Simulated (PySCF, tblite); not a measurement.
# C₅H₉FO₂Si₂: geometry, infrared bands and NMR shifts

Wanted: the infrared bands and NMR shifts of C₅H₉FO₂Si₂ (`C[SiH2][C@H](F)C#C[SiH2]OC=O`), by calculation.

Computed with tblite 0.8.0 and PySCF 2.14.0, with density-fitted response routines of our own, on a single molecule in the gas phase. Atoms are numbered from 0 throughout.

## (1) Starting geometry

19 atoms, charge 0, multiplicity 1; geometry from: force field or distance geometry start.

Bonds of the start (Å): C0–Si1 1.85, Si1–C2 1.87, C2–F3 1.37, C2–C4 1.47, C4–C5 1.20, C5–Si6 1.84, Si6–O7 1.75, O7–C8 1.38, C8–O9 1.26, C0–H10 1.13, C0–H11 1.11, C0–H12 1.11, Si1–H13 1.47, Si1–H14 1.48, C2–H15 1.11, Si6–H16 1.47, Si6–H17 1.46, C8–H18 1.08.

## (2) Relaxing the molecule with GFN2-xTB

What the job is given:

```
{"job": {"kind": "relax", "xc": "GFN2-xTB", "basis": "xTB"}, "charge": 0, "multiplicity": 1}
C     -3.475700     0.173700    -0.330800
Si    -2.474500    -1.185600     0.417700
C     -1.088800    -1.605000    -0.758300
F     -0.702400    -2.919900    -0.658300
C      0.041400    -0.699000    -0.503700
C      0.977900     0.035800    -0.327600
Si     2.389500     1.176300    -0.046000
O      2.905900     0.897300     1.606000
C      4.200300     1.202700     1.956900
O      4.949500     1.684500     1.064400
H     -4.453700    -0.194500    -0.755400
H     -3.652100     1.016700     0.376800
H     -2.915500     0.535300    -1.219500
H     -3.327100    -2.378600     0.508000
H     -1.967900    -0.791100     1.750600
H     -1.483600    -1.474300    -1.785100
H      1.975900     2.572300    -0.263200
H      3.486100     0.890900    -0.964600
H      4.605100     1.071500     2.954900
```

Command:

```bash
OMP_NUM_THREADS=1 python probes_run.py task.json out
```

This one command runs all jobs of the session in turn.

**Question.** This job is followed by: GFN2-xTB harmonic vibrations, gas phase; GIAO PBE0/pcSseg-1 NMR shielding, non-relativistic, gas phase. Predict these results of the whole session: strongest single infrared mode (GFN2-xTB); zero-point energy (GFN2-xTB); 13C shifts against TMS (PBE0/pcSseg-1); 1H shifts against TMS (PBE0/pcSseg-1, means over atoms taken as alike); 29Si shifts against TMS (PBE0/pcSseg-1); 19F shifts against CFCl3 (PBE0/pcSseg-1); 17O shifts against H2O (PBE0/pcSseg-1).

**Answer**, as computed:

```
                                                              quantity                                         value
                             strongest single infrared mode (GFN2-xTB)                         1780 cm⁻¹, 606 km/mol
                                          zero-point energy (GFN2-xTB)                                 75.7 kcal/mol
                                13C shifts against TMS (PBE0/pcSseg-1)            164.7, 113.7, 97.5, 80.4, -8.6 ppm
1H shifts against TMS (PBE0/pcSseg-1, means over atoms taken as alike)  8.10, 5.48, 5.36, 5.32, 4.45, 4.33, 0.25 ppm
                               29Si shifts against TMS (PBE0/pcSseg-1)                              -36.4, -47.1 ppm
                              19F shifts against CFCl3 (PBE0/pcSseg-1)                                    -250.9 ppm
                                17O shifts against H2O (PBE0/pcSseg-1)                              465.8, 198.5 ppm
```

In words: Over 165 steps the energy fell by 0.831 eV; of the close pairs, Si1–C2 changed most, 1.865 to 1.941 Å. The lowest mode is slightly imaginary (7i cm⁻¹), a soft motion within the noise of the Hessian, so the minimum is not strictly shown. The strongest single mode, at 1780 cm⁻¹, moves mainly C8 and O9. Unscaled tight-binding wavenumbers are off by several per cent, some by more. Its intensities can rank the bands wrongly. At PBE0/pcSseg-1: The largest span, 650 ppm, is at O9, where the paramagnetic term is -530 ppm.
